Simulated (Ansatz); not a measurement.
Write a Python script for the Ansatz DFT code, driven from Python that makes an active-space calculation of BrH2NSi, SMILES N[Si]Br. Settings: SC-NEVPT2, def2-SVP basis, multiplicity 1.

```xyz
5

N    -0.7524    0.2957   -0.2836
Si   -0.3118   -0.7005    0.9610
Br    1.8503   -0.8571    0.7124
H    -0.2329    1.2396   -0.2218
H    -0.5033   -0.0513   -1.2094
```

`cas.py`
```python
"""Static correlation in BrH2NSi: natural occupations of an active space."""

import ansatz as az

geometry_ang = [
    ("N", [-0.7524, 0.2957, -0.2836]),
    ("Si", [-0.3118, -0.7005, 0.961]),
    ("Br", [1.8503, -0.8571, 0.7124]),
    ("H", [-0.2329, 1.2396, -0.2218]),
    ("H", [-0.5033, -0.0513, -1.2094]),
]
brh2nsi = az.Crystal.molecule()
for symbol, xyz in geometry_ang:
    brh2nsi = brh2nsi.atom(symbol, xyz)

calc = (
    brh2nsi.calculation()
    .basis(gaussian="def2-SVP")
    .accuracy("medium")
    .correlation(active_electrons=4, active_orbitals=4)
)
for method in ["sc_nevpt2"]:
    r = (calc if method is None else calc.correlation(method)).run(threads=1, pin="off").report
    space = r["configurations"]
    state = space["states"][0]
    print(method or "casscf", f"total {r['free_energy_ev'] / 27.211386246:.6f} Ha, active-space state {state['energy']['hartree']:.6f} Ha, mean field {r['reference_energy_ev'] / 27.211386246:.6f} Ha")
    print("  determinants", state["n_determinants"], " natural occupations", [round(n, 3) for n in space["natural_occupations"]])
print("effectively unpaired electrons, sum of min(n, 2 - n):", round(sum(min(n, 2 - n) for n in space["natural_occupations"]), 3))
```

```console
$ python cas.py
sc_nevpt2 total -2917.003241 Ha, active-space state -2916.562473 Ha, mean field -2916.522937 Ha
  determinants 36  natural occupations [1.978, 1.913, 0.087, 0.022]
effectively unpaired electrons, sum of min(n, 2 - n): 0.218
```

Reading the output:
- These settings explore the input space; basis and method may be short of convergence.
- The geometry is a force-field or estimated start, not a minimum of this method, and the basis set is short of its limit. The active space starts as a window about the frontier orbitals and is then optimised, not chosen by chemistry.
- It ran for 6.7 s on 1 thread of Arm Neoverse V1 (shared host), peak memory 0.24 GiB.
